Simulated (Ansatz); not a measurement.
Predict the output of the script below (the Python package of Ansatz (0.2.0)).

Contents of `agb.xyz`:
```text
2

Ag    0.00000    0.00000    0.00000
B     0.00000    0.00000    2.25000
```

`methods.py`
```python
"""AgB(-) at several levels of theory."""

from pathlib import Path

import ansatz as az
import numpy as np

system = az.Crystal.molecule_from_extxyz("agb.xyz")

job = (
    system.calculation()
    .basis(gaussian="def2-SVP")  # the orbital basis, by name
    .charge(-1)  # electrons removed from the neutral system
    .spin("collinear", total=1)
)

print("functional    E (Ha)        dipole (D)   HOMO (eV)  LUMO (eV)")
for name in ["lc_wpbe", "pbe0", "pbe", "blyp", "b3lyp"]:
    rep = job.functional(name).forces().orbitals().run(threads=1, backend="cpu", runs_dir="runs").report
    lines = Path(rep["orbitals_path"]).read_text().splitlines()
    field_of = lambda key: [line.split("=")[1].strip() for line in lines if line.startswith(key)]
    orbitals = [(27.211386 * float(e), s, float(n)) for e, s, n in zip(field_of("Ene="), field_of("Spin="), field_of("Occup="))]
    homo = max(e for e, _, n in orbitals if n > 0.5)
    lumo = min(e for e, _, n in orbitals if n < 0.5)
    dipole = 4.803205 * np.linalg.norm(rep["charge_distribution"]["dipole_moment_e_ang"])
    print(f"{name:10s} {rep['free_energy_ev'] / 27.211386246:14.6f} {dipole:9.3f} {homo:11.3f} {lumo:10.3f}")
```

```console
$ python methods.py
functional    E (Ha)        dipole (D)   HOMO (eV)  LUMO (eV)
lc_wpbe       -171.633523     2.945      -1.454      4.949
pbe0          -171.616333     3.518       0.754      2.928
pbe           -171.642441     3.341       1.744      2.047
blyp          -171.631763     3.072       1.910      2.255
b3lyp         -171.724238     3.282       0.981      2.795
```

Reading the output:
- Total energies depend on the basis set; only differences at equal settings carry meaning.
- The geometry is a force-field or estimated start, not a minimum of this method, and the basis set is short of its limit. A lower total doesn't mark the better method: functionals have no common bound, and MP2 and coupled cluster aren't variational.
- def2 sets replace the cores of elements past krypton by effective core potentials.
- The run takes the species as open-shell (spin multiplicity 2), which needn't be its ground state.
- The expectation value of S² is noticeably off S(S+1) in at least one run, so that state is spin-contaminated.
- An ion's dipole depends on the origin; the program takes it about the centre of nuclear charge.
- b3lyp holds the VWN-RPA fit, as in Gaussian; the form of ORCA and Turbomole is b3lyp5.
- Levels such as HOMO and LUMO are orbital energies: with these approximate functionals they aren't the ionisation energy and electron affinity, and their gap isn't the fundamental gap.
- The spin state was assumed, and another may lie lower.
- Anions want diffuse functions, which this basis lacks.
- Wall time of the script: 32 s on 1 thread of Arm Neoverse V2 (shared host), peak memory 0.2 GiB.
